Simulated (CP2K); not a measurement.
# PM6 run of CH3BOS (SMILES O=CBS)

Aim: the energy difference between two shapes of CH3BOS at PM6, from 2 runs. 

The results are computed with CP2K 2026.2.

5 further runs of the same task are left out: 5 set aside as unsound or not needed.

## (1) The system as given

CH3BOS has 7 atoms, charge 0, and is taken as a singlet. SMILES: `O=CBS`. Geometry: relaxed at GFN2-xTB. This is one conformer, not always the lowest.

Bond lengths: O1–C2 1.211 Å, C2–B3 1.590 Å, B3–S4 1.754 Å, C2–H5 1.116 Å, B3–H6 1.166 Å, S4–H7 1.331 Å. Angles: O1–C2–B3 125.6°, C2–B3–S4 116.3°, O1–C2–H5 118.1°, B3–C2–H5 116.3°, C2–B3–H6 122.0°, S4–B3–H6 121.6°, B3–S4–H7 99.3°.

## (2) Energy and forces at PM6

Contents of calc.inp:

```
&FORCE_EVAL
  METHOD QS
  &DFT
    ! Quickstep
    &QS
      METHOD PM6
      EPS_DEFAULT 1.0E-10
      &SE
        &COULOMB
          CUTOFF [angstrom] 50
          RC_RANGE [angstrom] 0
        &END COULOMB
        &EXCHANGE
          CUTOFF [angstrom] 50
          RC_RANGE [angstrom] 0
        &END EXCHANGE
      &END SE
    &END QS
    ! no periodic images
    &POISSON
      PERIODIC NONE
      POISSON_SOLVER ANALYTIC
    &END POISSON
    ! self-consistent field
    &SCF
      SCF_GUESS ATOMIC
      EPS_SCF 1.0E-07
      MAX_SCF 80
      ADDED_MOS 8
      &DIAGONALIZATION
        ALGORITHM STANDARD
      &END DIAGONALIZATION
      &MIXING
        METHOD DIRECT_P_MIXING
        ALPHA 0.4
      &END MIXING
    &END SCF
    ! extra output
    &PRINT
      &MOMENTS
        PERIODIC F
        REFERENCE COM
        MAX_MOMENT 1
      &END MOMENTS
      &MO ON
        ENERGIES T
        OCCUPATION_NUMBERS T
        NDIGITS 6
        &EACH
          QS_SCF 0
        &END EACH
        ADD_LAST NUMERIC
      &END MO
      &HIRSHFELD OFF
      &END HIRSHFELD
    &END PRINT
  &END DFT
  ! atoms, cell and kinds
  &SUBSYS
    ! vacuum box
    &CELL
      ABC 19.4 19.4 19.1
      PERIODIC NONE
    &END CELL
    &COORD
      SCALED T
      O    0.41192474   0.58862861   0.50465471
      C    0.45475515   0.55147655   0.47811178
      B    0.50439485   0.50020954   0.51907251
      S    0.55546340   0.44557500   0.46747827
      H    0.46028608   0.55262036   0.41995890
      H    0.50672320   0.49873840   0.58004110
      H    0.58807526   0.41137139   0.51801859
    &END COORD
  &END SUBSYS
  &PRINT
    &FORCES ON
    &END FORCES
  &END PRINT
&END FORCE_EVAL

&GLOBAL
  PROJECT_NAME calc
  RUN_TYPE ENERGY_FORCE
  PRINT_LEVEL MEDIUM
&END GLOBAL
```

Launch:

```bash
OMP_NUM_THREADS=1 cp2k.psmp -i calc.inp > calc.out 2>&1
```

The program printed:

```text
CP2K| version string:                                       CP2K version 2026.2
[...]
 GLOBAL| Method name                                                        CP2K
[...]
 GLOBAL| Run type                                                   ENERGY_FORCE
[...]
                             - Atoms:                                          7
[...]
                             - Spherical basis functions:                     24
[...]
 Number of electrons:                                                         22
[...]
     1 P_Mix/Diag. 0.40E+00    0.0     0.77704019       -20.4809029003 -2.05E+01
[...]
    24 DIIS/Diag.  0.96E-07    0.0     0.00000009       -25.1384467192 -1.46E-13
  *** SCF run converged in    24 steps ***
  Core-core repulsion energy [eV]:                           1075.05771675106325
  Core Hamiltonian energy [eV]:                             -1081.42510724292083
  Two-electron integral energy [eV]:                        -1355.36906548167235
  Electronic energy [eV]:                                   -1759.10963998375723
  Total energy [eV]:                                         -684.05192323269375
  Atomic reference energy [eV]:                               682.88454307874167
  Heat of formation [kcal/mol]:                               -26.92042801112178
[...]
 SE_DIPOLE| Moment [Debye]         -2.37134809       2.17304698       0.34468671
 SE_DIPOLE| Derivative [a.u.]       0.00000000       0.00000000       0.00000000
 ENERGY| Total FORCE_EVAL ( QS ) energy [hartree]            -25.138446719161617
 FORCES| Atomic forces [hartree/bohr]
 FORCES|   Atom     x               y               z               |f|
 FORCES|      1  9.51661549E-03 -9.50033841E-03  3.21328717E-03   1.38256144E-02
 FORCES|      2 -1.00413635E-02  1.02744811E-02 -1.34315562E-02   1.96672480E-02
 FORCES|      3 -7.48362413E-04 -2.79290515E-04 -7.89087817E-03   7.93120468E-03
 FORCES|      4 -7.16130025E-03  7.19815400E-03 -4.87110772E-03   1.12616754E-02
 FORCES|      5  2.16749323E-03 -1.87603144E-03  4.54426829E-03   5.37288518E-03
 FORCES|      6 -1.14858318E-04  8.27503267E-04  1.29625677E-02   1.29894617E-02
 FORCES|      7  6.38177576E-03 -6.64447795E-03  5.47341900E-03   1.07160844E-02
 FORCES| Sum    -6.01949046E-16 -2.08166817E-16 -1.66533454E-16
 FORCES| Total atomic force                                       6.58338415E-16
[...]
```

It took 0.42 s on 1 thread of Arm Neoverse N1, shared host; peak memory 0.14 GiB.

## (3) The distorted shape

Contents of qs.inp:

```
&GLOBAL
  PROJECT qs
  RUN_TYPE ENERGY_FORCE
  PRINT_LEVEL MEDIUM
&END GLOBAL

&FORCE_EVAL
  METHOD QUICKSTEP
  &DFT
    &QS
      METHOD PM6
      EPS_DEFAULT 1.0E-10
      &SE
        &COULOMB
          CUTOFF [angstrom] 50
          RC_RANGE [angstrom] 0
        &END COULOMB
        &EXCHANGE
          CUTOFF [angstrom] 50
          RC_RANGE [angstrom] 0
        &END EXCHANGE
      &END SE
    &END QS
    &POISSON
      PERIODIC NONE
      POISSON_SOLVER ANALYTIC
    &END POISSON
    &SCF
      SCF_GUESS ATOMIC
      EPS_SCF 1.0E-07
      MAX_SCF 80
      ADDED_MOS 8
      &DIAGONALIZATION
        ALGORITHM STANDARD
      &END DIAGONALIZATION
      &MIXING
        METHOD DIRECT_P_MIXING
        ALPHA 0.4
      &END MIXING
    &END SCF
    &PRINT
      &MOMENTS
        PERIODIC F
        REFERENCE COM
        MAX_MOMENT 1
      &END MOMENTS
      &MO ON
        ENERGIES T
        OCCUPATION_NUMBERS T
        NDIGITS 6
        &EACH
          QS_SCF 0
        &END EACH
        ADD_LAST NUMERIC
      &END MO
      &HIRSHFELD OFF
      &END HIRSHFELD
    &END PRINT
  &END DFT
  &SUBSYS
    &CELL
      ABC 19.4 19.4 19
      PERIODIC NONE
    &END CELL
    &COORD
      SCALED T
      O    0.41126348   0.58879858   0.50383629
      C    0.45405152   0.55104781   0.47833582
      B    0.50454884   0.50208838   0.52075729
      S    0.55481606   0.44541508   0.46645150
      H    0.45969972   0.55108590   0.42053703
      H    0.50694245   0.49978966   0.57946297
      H    0.58873652   0.41120142   0.51707834
    &END COORD
  &END SUBSYS
  &PRINT
    &FORCES ON
    &END FORCES
  &END PRINT
&END FORCE_EVAL
```

Launch:

```bash
OMP_NUM_THREADS=1 cp2k.psmp -i qs.inp -o qs.out
```

The program printed:

```text
CP2K| version string:                                       CP2K version 2026.2
[...]
 GLOBAL| Method name                                                        CP2K
[...]
 GLOBAL| Run type                                                   ENERGY_FORCE
[...]
                             - Atoms:                                          7
[...]
                             - Spherical basis functions:                     24
[...]
 Number of electrons:                                                         22
[...]
     1 P_Mix/Diag. 0.40E+00    0.0     0.77806114       -20.4684486683 -2.05E+01
[...]
    26 DIIS/Diag.  0.76E-07    0.0     0.00000007       -25.1353399117 -3.55E-14
  *** SCF run converged in    26 steps ***
  Core-core repulsion energy [eV]:                           1075.41891151980940
  Core Hamiltonian energy [eV]:                             -1082.42005806273323
  Two-electron integral energy [eV]:                        -1353.93247232067893
  Electronic energy [eV]:                                   -1759.38629422307304
  Total energy [eV]:                                         -683.96738270326318
  Atomic reference energy [eV]:                               682.88454307874167
  Heat of formation [kcal/mol]:                               -24.97087693399233
[...]
 SE_DIPOLE| Moment [Debye]         -2.25735760       2.01967734       0.17471444
 SE_DIPOLE| Derivative [a.u.]       0.00000000       0.00000000       0.00000000
 ENERGY| Total FORCE_EVAL ( QS ) energy [hartree]            -25.135339911735855
 FORCES| Atomic forces [hartree/bohr]
 FORCES|   Atom     x               y               z               |f|
 FORCES|      1  4.30979661E-03 -6.13824105E-03  6.88859839E-03   1.01835720E-02
 FORCES|      2 -6.75559050E-03  1.18246045E-02 -1.26815546E-02   1.86086298E-02
 FORCES|      3  5.18604584E-03 -1.28625983E-02 -4.47968104E-02   4.68945171E-02
 FORCES|      4 -1.16339466E-02  1.38310042E-02  7.56330955E-03   1.95920657E-02
 FORCES|      5  2.49565612E-03 -2.94993016E-03 -1.85204252E-03   4.28490944E-03
 FORCES|      6  2.69509924E-03  1.13920251E-04  4.29685645E-02   4.30531540E-02
 FORCES|      7  3.70293927E-03 -3.81875938E-03  1.90993516E-03   5.65177270E-03
 FORCES| Sum    -2.58473798E-16  2.08166817E-17 -4.16333634E-16
 FORCES| Total atomic force                                       4.90485202E-16
[...]
```

Wall time 0.42 s (1 thread of Arm Neoverse N1, shared host); peak memory 0.14 GiB.

## (4) Outcome

At PM6:

| quantity | value |
| --- | --- |
| first shape: total energy | -25.13845 Eh |
| first shape: dipole moment | 3.23 D |
| first shape: HOMO energy | -9.74 eV |
| first shape: LUMO energy | -1.43 eV |
| first shape: HOMO–LUMO gap | 8.31 eV |
| first shape: heat of formation at this unrelaxed shape | -26.9 kcal/mol |
| first shape: largest force on an atom | 1.011 eV/Å |
| distorted shape: total energy | -25.13534 Eh |
| distorted shape: dipole moment | 3.03 D |
| distorted shape: HOMO energy | -9.78 eV |
| distorted shape: LUMO energy | -1.47 eV |
| distorted shape: HOMO–LUMO gap | 8.31 eV |
| distorted shape: heat of formation at this unrelaxed shape | -25.0 kcal/mol |
| distorted shape: largest force on an atom | 2.411 eV/Å |
| energy change with the atoms displaced | 0.085 eV |

With the atoms displaced the energy rises by 0.08 eV (1.9 kcal/mol). The first shape isn't relaxed at this level, so the change isn't measured from a minimum. The largest force (first shape) is 1.01 eV/Å: the shape isn't a stationary point for this species at this level.
